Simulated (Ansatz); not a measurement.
I need vertical spin-state energies of AsH₆NOSi, SMILES N[SiH2][AsH]O. Use the Ansatz DFT code, driven from Python. Level of theory (for the species named): PBE0, def2-TZVP basis, multiplicity 1.

| atom | x (Å) | y (Å) | z (Å) |
| --- | --- | --- | --- |
| N | -1.6349 | 0.1731 | -0.6927 |
| Si | -0.5075 | -0.8639 | 0.0972 |
| As | 1.0312 | 0.4171 | 1.2251 |
| O | 1.9482 | 0.9546 | -0.3283 |
| H | -1.1350 | 0.8358 | -1.3560 |
| H | -2.0906 | 0.8418 | 0.0394 |
| H | 0.2040 | -1.6794 | -0.9104 |
| H | -1.1680 | -1.7193 | 1.0410 |
| H | 2.0274 | -0.7915 | 1.4418 |
| H | 1.4082 | 1.7805 | -0.5541 |

The script, `spin_ash6nosi.py`:
```python
"""Gap between spin states of AsH6NOSi at one geometry."""

import logging
import sys

import ansatz

logging.basicConfig(stream=sys.stdout, format="%(name)s: %(message)s")
log = logging.getLogger("calc")
log.setLevel(logging.INFO)

GEOMETRY = """
N    -1.63490    0.17310   -0.69270
Si   -0.50750   -0.86390    0.09720
As    1.03120    0.41710    1.22510
O     1.94820    0.95460   -0.32830
H    -1.13500    0.83580   -1.35600
H    -2.09060    0.84180    0.03940
H     0.20400   -1.67940   -0.91040
H    -1.16800   -1.71930    1.04100
H     2.02740   -0.79150    1.44180
H     1.40820    1.78050   -0.55410
"""

system = ansatz.Crystal.molecule()
for line in GEOMETRY.strip().splitlines():
    symbol, *xyz = line.split()
    system = system.atom(symbol, [float(v) for v in xyz])

job = system.calculation().basis(gaussian="def2-TZVP").functional("PBE0")
found = {}
for unpaired in [0, 2]:
    data = job.spin("collinear", total=unpaired).run().report
    s = unpaired / 2
    found[unpaired] = data["free_energy_ev"]
    log.info(f"2S+1 = {unpaired + 1}: E = {found[unpaired]:.5f} eV, <S^2> = {abs(data['mean_field']['state']['spin_squared']):.3f} (pure state {s * (s + 1):.2f})")
lowest = min(found, key=found.get)
for unpaired, e in found.items():
    log.info(f"multiplicity {unpaired + 1}: {96.485332 * (e - found[lowest]):.1f} kJ/mol above the lowest")
```

Output of `python spin_ash6nosi.py`:
```text
calc: 2S+1 = 1: E = -72341.26733 eV, <S^2> = 0.000 (pure state 0.00)
calc: 2S+1 = 3: E = -72337.84079 eV, <S^2> = 2.008 (pure state 2.00)
calc: multiplicity 1: 0.0 kJ/mol above the lowest
calc: multiplicity 3: 330.6 kJ/mol above the lowest
```

In order: multiplicity 1 (+0.00 eV) and multiplicity 3 (+3.43 eV), all at the one geometry.

What to keep in mind:
- Total energies depend on the basis set; only differences at equal settings carry meaning.
- The geometry is a force-field or estimated start, not a minimum of this method, and the basis set is short of its limit. All parts are taken at fixed geometry, without zero-point energy.
- Finished in 35 s on 1 thread of Arm Neoverse V1, with other jobs on the host, peak memory 0.64 GiB.
